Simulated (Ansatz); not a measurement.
Geometry optimisation, DFT PBE, scalar-relativistic, plane waves, PAW (Ansatz).

Input:

```yaml
crystal:
  lattice:
    - [8.1, 0.0, 0.0]
    - [0.0, 8.1, 0.0]
    - [0.0, 0.0, 8.1]
  atoms:
    - { symbol: Al, position: [0.5, 0.0, 0.0] }
    - { symbol: Al, position: [0.75, 0.25, 0.0] }
    - { symbol: Al, position: [0.75, 0.0, 0.25] }
    - { symbol: Al, position: [0.0, 0.0, 0.0] }
    - { symbol: Al, position: [0.25, 0.25, 0.0] }
    - { symbol: Al, position: [0.5, 0.5, 0.0] }
    - { symbol: Al, position: [0.75, 0.75, 0.0] }
    - { symbol: Al, position: [0.25, 0.0, 0.25] }
    - { symbol: Al, position: [0.5, 0.25, 0.25] }
    - { symbol: Al, position: [0.75, 0.5, 0.25] }
    - { symbol: Al, position: [0.5, 0.0, 0.5] }
    - { symbol: Al, position: [0.75, 0.25, 0.5] }
    - { symbol: Al, position: [0.75, 0.0, 0.75] }
    - { symbol: Al, position: [0.0, 0.5, 0.0] }
    - { symbol: Al, position: [0.25, 0.75, 0.0] }
    - { symbol: Al, position: [0.0, 0.25, 0.25] }
    - { symbol: Al, position: [0.25, 0.5, 0.25] }
    - { symbol: Al, position: [0.5, 0.75, 0.25] }
    - { symbol: Al, position: [0.0, 0.0, 0.5] }
    - { symbol: Al, position: [0.25, 0.25, 0.5] }
    - { symbol: Al, position: [0.5, 0.5, 0.5] }
    - { symbol: Al, position: [0.75, 0.75, 0.5] }
    - { symbol: Al, position: [0.25, 0.0, 0.75] }
    - { symbol: Al, position: [0.5, 0.25, 0.75] }
    - { symbol: Al, position: [0.75, 0.5, 0.75] }
    - { symbol: Al, position: [0.0, 0.75, 0.25] }
    - { symbol: Al, position: [0.0, 0.5, 0.5] }
    - { symbol: Al, position: [0.25, 0.75, 0.5] }
    - { symbol: Al, position: [0.0, 0.25, 0.75] }
    - { symbol: Al, position: [0.25, 0.5, 0.75] }
    - { symbol: Al, position: [0.5, 0.75, 0.75] }
    - { symbol: Al, position: [0.0, 0.75, 0.75] }
    - { symbol: Li, position: [0.6321221, 0.1264269, 0.6215484] }
basis:
  ecutwfc: 420.0
kpoints:
  mp_grid: { grid: [3, 3, 3] }
hamiltonian:
  xc: pbe
scf:
  occupations: { method: gaussian, width: 0.1 }
  lower_state_search: "off"
relax:
  f_tol: 0.03
  max_steps: 60
  adjacent_minimum: "off"
output:
  write_density: true
  write_potential: true
  elf: true
  volumetric_format: npy
```

Run as:

```bash
$ ansatz run input.yaml --threads 4 --pin off --max-ram 10240MiB --backend cpu --events-out ev --progress --plain --runs-dir out
```

Where does it end, and by what steps?

It converged. The force dipped under the threshold on the way, but the program's further checks kept it going. Limits of this set-up: coarse k mesh. After 13 steps the energy has fallen by 6.301 eV; Li33 moved furthest, 1.53 Å. Parted: Al24–Li33 (1.80 → 3.29 Å). Joined: Al3–Li33 (3.32 → 2.37 Å), Al19–Li33 (3.30 → 2.36 Å), Al22–Li33 (3.34 → 2.38 Å).

```tsv
step	energy less start (eV)	largest force component (eV/Å)	accepted
0	0.0000	4.329	yes
1	-2.3509	3.094	yes
2	-4.4965	1.355	yes
3	-5.4103	0.241	yes
4	-5.4772	0.154	yes
5	-5.5585	0.210	yes
6	-5.6470	0.379	yes
7	-5.8298	0.376	yes
8	-6.0347	0.302	yes
9	-6.2158	0.175	yes
10	-6.2938	0.033	yes
11	-6.3001	0.006	yes
12	-6.3003	0.034	yes
13	-6.3008	0.002	yes
```

```xyz
33
Lattice="8.1000 0.0000 0.0000 0.0000 8.1000 0.0000 0.0000 0.0000 8.1000" Properties=species:S:1:pos:R:3
Al 3.941 0.029 0.044
Al 6.047 2.131 0.044
Al 6.057 0.006 1.790
Al 0.057 0.029 0.045
Al 2.004 2.075 0.017
Al 3.997 4.063 0.017
Al 6.047 6.017 0.045
Al 1.987 0.029 1.968
Al 4.047 2.032 2.084
Al 6.047 4.102 1.965
Al 3.671 0.001 4.058
Al 6.060 2.454 4.056
Al 6.060 0.000 6.479
Al 0.003 4.064 0.017
Al 2.003 6.070 0.018
Al -0.043 2.045 2.070
Al 2.003 4.064 2.021
Al 4.018 6.105 2.054
Al 0.256 0.004 4.060
Al 1.988 2.130 4.078
Al 3.940 4.101 4.078
Al 6.056 5.859 4.062
Al 1.988 0.029 6.181
Al 4.073 2.006 6.054
Al 6.047 4.100 6.184
Al -0.017 6.095 2.043
Al 0.059 4.102 4.079
Al 1.987 6.018 4.079
Al -0.068 2.022 6.070
Al 2.004 4.063 6.126
Al 4.038 6.127 6.089
Al -0.035 6.114 6.101
Li 6.000 0.138 4.158
```

Whether the end is a true minimum wasn't checked by a vibrational analysis.

Run time: 110 s on 4 threads of Intel(R) Xeon(R) Platinum 8375C CPU @ 2.90GHz (Ice Lake), with other jobs on the host, peak memory 1.6 GiB.
